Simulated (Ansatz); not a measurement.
# GaH7Si: a nudged elastic band in two tries

Aim: a band of images between two relaxed ends for this system.

All numbers below are computed with Ansatz 0.2.0 (RHF/def2-SVP).

## Step 1: Starting point

Bond lengths: Ga1–H2 1.572 Å, Ga1–H3 1.575 Å, Ga1–H4 1.574 Å, Si5–H6 1.478 Å, Si5–H7 1.478 Å, Si5–H8 1.478 Å, Si5–H9 1.488 Å. Angles: H2–Ga1–H3 120.1°, H2–Ga1–H4 120.1°, H3–Ga1–H4 119.8°, H6–Si5–H7 110.3°, H6–Si5–H8 110.3°, H6–Si5–H9 108.7°, H7–Si5–H8 110.3°, H7–Si5–H9 108.6°, H8–Si5–H9 108.4°.

As a file:

```xyz
9

Ga   -0.0243    0.7507   -0.0077
H    -0.0066    1.4461    1.4023
H     1.3268    0.4731   -0.7672
H    -1.3957    0.4027   -0.6986
Si    0.1292   -3.0959    1.2371
H    -0.6485   -3.6909    0.1299
H     1.5409   -3.5280    1.1626
H    -0.4564   -3.4781    2.5394
H     0.0784   -1.6140    1.1148
```

## Step 2: First attempt

Contents of input.yaml:

```yaml
crystal:
  periodic: [false, false, false]
  atoms:
    - { symbol: Ga, position_ang: [-0.024291, 0.750669, -0.007749] }
    - { symbol: H, position_ang: [-0.006587, 1.446071, 1.402303] }
    - { symbol: H, position_ang: [1.326831, 0.473104, -0.767248] }
    - { symbol: H, position_ang: [-1.395664, 0.402687, -0.698557] }
    - { symbol: Si, position_ang: [0.129241, -3.095874, 1.237113] }
    - { symbol: H, position_ang: [-0.648467, -3.69085, 0.129852] }
    - { symbol: H, position_ang: [1.540852, -3.527965, 1.162572] }
    - { symbol: H, position_ang: [-0.456448, -3.478111, 2.539426] }
    - { symbol: H, position_ang: [0.078433, -1.61403, 1.114788] }
basis:
  gaussian: { orbitals: def2-SVP }
hamiltonian:
  xc: hf
neb:
  order_check: false
  images: 9
  f_tol: 0.05
  max_iterations: 8
  final_atoms:
    - { symbol: Ga, position_ang: [-0.15543426, -0.70723021, -0.34663813] }
    - { symbol: H, position_ang: [0.44220946, 1.06208519, 2.01677458] }
    - { symbol: H, position_ang: [1.0939908, -0.00167044, -1.00228668] }
    - { symbol: H, position_ang: [-1.55214456, 0.02264597, -0.42686134] }
    - { symbol: Si, position_ang: [0.0441003, -2.91970175, 0.70248578] }
    - { symbol: H, position_ang: [-0.28053756, -3.97946567, -0.29010666] }
    - { symbol: H, position_ang: [1.4205822, -3.17147829, 1.20237302] }
    - { symbol: H, position_ang: [-0.89418795, -3.06665412, 1.84563885] }
    - { symbol: H, position_ang: [0.42532157, 0.42717031, 2.41112058] }
  initial_path: idpp
  relax_end_points: true
```

On the command line:

```bash
ansatz run input.yaml --threads 1 --pin off --max-ram 2048MiB --backend cpu --events-out ev --progress --plain --runs-dir out
```

Q: Predict the outcome of this session. Wanted: first try.

As calculated:

| quantity | value |
| --- | --- |
| first try | refused |
| cause | relaxing the ends inside the band is not offered in a Gaussian basis |

**Reading.** The fault in the first input was caught at the input check and cost nothing.
